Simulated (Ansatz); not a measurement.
## Sr3BiAs, space group Pm-3m: a convergence test of the k-point mesh, step by step

Computed with the Python package of Ansatz (0.2.0).

The cells in order, each with its output:

```python
import ansatz
```

```python
lattice = ansatz.Lattice.of(
    (5.88, 0.0, 0.0),
    (0.0, 5.88, 0.0),
    (0.0, 0.0, 5.88),
)
sites = [
    ("Sr", (0.0, 0.5, 0.5)),
    ("Sr", (0.5, 0.0, 0.5)),
    ("Sr", (0.5, 0.5, 0.0)),
    ("Bi", (0.0, 0.0, 0.0)),
    ("As", (0.5, 0.5, 0.5)),
]
crystal = ansatz.Crystal(lattice=lattice)
for symbol, position in sites:
    crystal = crystal.atom(symbol, position)

crystal.resolved().tree()["lattice"]
```

    ((5.88, 0.0, 0.0), (0.0, 5.88, 0.0), (0.0, 0.0, 5.88))

```python
model = (
    crystal.calculation()
    .occupations("cold", width=0.1)
    .functional("lda")
    .basis(420)
    .stress()
)
```

```python
rows = []
for value in [(2, 2, 2), (3, 3, 3), (4, 4, 4), (5, 5, 5)]:
    data = model.kpoints(*value).run(threads=1, pin="off").report
    rows.append((value, data["free_energy_ev"] / len(data["lattice"]["sites"]), data["n_iterations"], sum(data["stress_gpa"][i][i] for i in range(3)) / 3, data["n_kpoints"]))
```

```python
print("        mesh   F/atom (eV)    iterations       P (GPa)      k-points")
for row in rows:
    print(f"{str(row[0]):>12s}  {row[1]:12.5f}  {row[2]:12d}  {row[3]:12.3f}  {row[4]:12d}")
```

            mesh   F/atom (eV)    iterations       P (GPa)      k-points
       (2, 2, 2)   -5439.26281             8        -1.598             4
       (3, 3, 3)   -5439.36677             7        -2.281             4
       (4, 4, 4)   -5439.37657             7        -2.368            10
       (5, 5, 5)   -5439.37833             7        -2.385            10

```python
for row in rows[:-1]:
    shift = 1000 * (row[1] - rows[-1][1])
    print(f"{row[0]}: {shift:+.2f} meV/atom" + ("  (within 5 meV)" if abs(shift) < 5 else ""))
```

    (2, 2, 2): +115.51 meV/atom
    (3, 3, 3): +11.56 meV/atom
    (4, 4, 4): +1.75 meV/atom  (within 5 meV)

From 4×4×4 on it stays within 5 meV an atom of the value at 5×5×5; the first row (2×2×2) is off by 115.5 meV and the last but one by 1.75 meV. That rests on few rows after larger swings, so the series isn't shown to be converged. The pressure moves from -1.60 to -2.38 GPa.

Caveats:
- Cold and Methfessel-Paxton smearing aren't meant for a gap as narrow as their width.
- Pressure is positive in compression.
- Spin-orbit coupling, which matters for elements this heavy, is left out.
- The structure comes from a database of computed cells and needn't be a stable or known phase.
- Shifts are counted from the finest mesh, which is itself no proven limit.
- Finished in 13 s on 1 thread of Arm Neoverse V2, on a shared host, peak memory 0.47 GiB.
